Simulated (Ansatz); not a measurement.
Predict the output of the script below (Ansatz 0.2.0 through its Python package).

Input file `rb3tl.xyz`:
```text
4
Lattice="0.0 4.912318 4.912318 4.912318 0.0 4.912318 4.912318 4.912318 0.0" Properties=species:S:1:pos:R:3 pbc="T T T"
Rb    2.45615900    2.45615900    2.45615900
Rb    7.36847700    7.36847700    7.36847700
Rb    4.91231800    4.91231800    4.91231800
Tl    0.00000000    0.00000000    0.00000000
```

The script, `nc_paw_rb3tl.py`:
```python
"""Norm-conserving against PAW potentials for Rb3Tl."""

import ansatz as az
import numpy as np
import pandas as pd


def count_gap(report):
    # lowest empty less highest filled band, counting bands; zero where they overlap
    return max(report.get("gap_by_band_count_ev") or 0.0, 0.0)


def main() -> None:
    system = az.Crystal.from_extxyz("rb3tl.xyz")

    calculation = (
        system.calculation()
        .functional("LDA")
        .kpoints(density=3.8)
        .occupations("fermi_dirac", width=0.1)
        .stress()
        .forces()
        .band_table()
    )
    variants = {
        "PAW": calculation.pseudopotentials("paw"),
        "norm-conserving": calculation.pseudopotentials("nc"),
    }
    # totals differ by the cores that each treatment holds, so compare what does not depend on them
    rows = []
    for label, variant in variants.items():
        r = variant.run().report
        levels = np.array(r["eigenvalues_ev"][0]) - r["fermi_energy_ev"]
        print(label, "levels at the first k-point near E_F:", np.round(levels[np.abs(levels) < 5], 3))
        rows.append((label, r["n_electrons"], np.trace(r["stress_gpa"]) / 3, count_gap(r)))
    print(pd.DataFrame(rows, columns=["treatment", "electrons in bands", "P GPa", "gap by band count eV"]).round(4).to_string(index=False))


if __name__ == "__main__":
    main()
```

```console
$ python nc_paw_rb3tl.py
DeckWarning: basis.ecutwfc = 420 eV, auto-derived from the records' recommended cutoffs: set by Rb (normal level)
PAW levels at the first k-point near E_F: [-0.717  0.225  0.225  0.225  1.677  1.677]
DeckWarning: basis.ecutwfc = 843.552974 eV, auto-derived from the records' recommended cutoffs: set by Tl (normal level)
norm-conserving levels at the first k-point near E_F: [-0.72   0.226  0.226  0.226  1.677  1.677]
      treatment  electrons in bands   P GPa  gap by band count eV
            PAW                40.0 -0.8761                   0.0
norm-conserving                40.0 -0.8764                   0.0
```
(Warnings from the package without file and line.)

PAW gives -0.876 GPa and norm-conserving -0.876 GPa, 0.000 GPa apart. They took 2.7 and 7.3 s of processor time.

Caveats:
- The computed bands are complete only to about 1.7 eV above the Fermi level.
- For a metal this k-point mesh is coarse: on a finer one energies can move by several to tens of meV an atom and pressures by half a GPa or more, differences at one mesh by less.
- A gap by band count of zero or less means overlapping bands, a metal.
- The structure comes from a database of computed cells and needn't be a stable or known phase.
- Levels are Kohn-Sham eigenvalues on this mesh, without spin-orbit coupling.
- Stress is positive in compression.
- Timing: 11 s on 1 thread of Arm Neoverse V1, with other jobs on the host, peak memory 0.66 GiB.
